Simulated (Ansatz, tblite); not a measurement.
**Fac-TiCl3(H2O)3 (Cl₃H₆O₃Ti): rung by rung**

One table from this session's results is given with a row withheld; the runs are named, their logs left out.

Method: as each input shows; program: Ansatz 0.2.0, Gaussian basis.

Plan: GFN1-xTB, GFN2-xTB, PBE-D4/def2-TZVP, r2SCAN-D4/def2-TZVP, B97M-V/def2-TZVP, PBE-QIDH/def2-TZVP, PBE-D4/def2-SVP, PBE0-D4/def2-SVP, HF/6-31G, B3LYP-D4/6-31G, PBE-D4/def2-TZVPD, MP2/def2-TZVP, RPA/def2-TZVP.

6 further runs of the same task are left out: 4 that didn't finish, 2 set aside as unsound or not needed.

**The structure**

The doublet was relaxed beforehand with B3LYP-D4/def2-SVP.

13 atoms, charge 0, spin multiplicity 2.

Bond lengths: Ti1–Cl2 2.280 Å, Ti1–O3 2.223 Å, Ti1–Cl6 2.364 Å, Ti1–O7 2.237 Å, Ti1–Cl10 2.363 Å, Ti1–O11 2.231 Å, O3–H4 0.975 Å, O3–H5 0.975 Å, O7–H8 0.979 Å, O7–H9 0.971 Å, O11–H12 0.971 Å, O11–H13 0.980 Å. Angles: Cl2–Ti1–O3 162.3°, Cl2–Ti1–Cl6 107.8°, Cl2–Ti1–O7 86.3°, Cl2–Ti1–Cl10 108.6°, Cl2–Ti1–O11 86.5°, O3–Ti1–Cl6 82.6°, O3–Ti1–O7 82.0°, O3–Ti1–Cl10 82.4°, O3–Ti1–O11 81.3°, Cl6–Ti1–O7 164.3°, Cl6–Ti1–Cl10 101.6°, Cl6–Ti1–O11 79.6°, O7–Ti1–Cl10 79.6°, O7–Ti1–O11 94.9°, Cl10–Ti1–O11 163.3°, Ti1–O3–H4 100.0°, Ti1–O3–H5 100.3°, H4–O3–H5 104.6° and more.

Formally the metal is d1. No spin-orbit coupling is included.

PBE0-D4/def2-TZVP was run before; its log isn't repeated, and its numbers join the tables.

The first run:

Tight binding, by tblite at 300 K electronic temperature and without a spin-polarisation term:

```python
tblite.interface.Calculator('GFN1-xTB', numbers, positions, charge=0, uhf=1).singlepoint()
```

Tight binding, by tblite at 300 K electronic temperature and without a spin-polarisation term:

```python
tblite.interface.Calculator('GFN2-xTB', numbers, positions, charge=0, uhf=1).singlepoint()
```

start.molden holds the orbitals of an earlier run on this state, given as this run's starting guess.

Input file in.yaml:

```yaml
crystal:
  periodic: [false, false, false]
  atoms:
    - {symbol: Ti, position_ang: [0.302168, 0.313107, 0.403461]}
    - {symbol: Cl, position_ang: [-0.118685, 0.059819, 2.630178]}
    - {symbol: O, position_ang: [0.225157, 0.081685, -1.805700]}
    - {symbol: H, position_ang: [1.162912, -0.115262, -1.988342]}
    - {symbol: H, position_ang: [0.112564, 1.012506, -2.074362]}
    - {symbol: Cl, position_ang: [2.611094, -0.059188, 0.057620]}
    - {symbol: O, position_ang: [-1.913860, 0.480175, 0.150469]}
    - {symbol: H, position_ang: [-1.942676, 1.449554, 0.015569]}
    - {symbol: H, position_ang: [-2.284675, 0.334397, 1.036482]}
    - {symbol: Cl, position_ang: [0.104891, 2.603435, -0.144053]}
    - {symbol: O, position_ang: [0.337744, -1.914724, 0.295084]}
    - {symbol: H, position_ang: [0.092186, -2.233741, 1.178489]}
    - {symbol: H, position_ang: [1.311181, -2.011753, 0.245114]}
basis:
  gaussian: {orbitals: def2-TZVP, initial_orbitals: start.molden}
magnetization: {spin_polarized: true, initial_magnetization: 1}
hamiltonian: {xc: pbe, dispersion: d4}
scf: {omitted_lower_state_checks: [starts]}
output: {orbitals: {seedname: orbitals}}
```

Started as:

```bash
> ansatz run in.yaml --threads 4 --pin off --events-out ev --progress --plain --max-ram 4787MiB
```

Among the steps run: PBE-D4/def2-TZVP; r2SCAN-D4/def2-TZVP; B97M-V/def2-TZVP; PBE-QIDH/def2-TZVP; PBE-D4/def2-SVP; PBE0-D4/def2-SVP; HF/6-31G; B3LYP-D4/6-31G; PBE-D4/def2-TZVPD; MP2/def2-TZVP; RPA/def2-TZVP.

One of the session's tables, all rows but one given; the rest of the session is left out.

It belongs to the step «Binding energy». 

```
            level  binding an atom (eV)
         HF/6-31G                 2.230
     HF/def2-TZVP                 2.454
  PBE-D4/def2-SVP                 3.697
 B97M-V/def2-TZVP                 3.587
   B3LYP-D4/6-31G                 3.355
 PBE0-D4/def2-SVP                 3.563
PBE0-D4/def2-TZVP                     ?
    MP2/def2-TZVP                 3.519
```

Q: Estimate the row for PBE0-D4/def2-TZVP from the others.

**Answer.** binding an atom (eV): 3.531. In the column «binding an atom (eV)» it lies between MP2/def2-TZVP (3.519) and PBE0-D4/def2-SVP (3.563).

Limits of these values: Free atoms were run apart at each level; binding is atoms less cluster, divided by the number of atoms, without zero-point or spin-orbit terms.
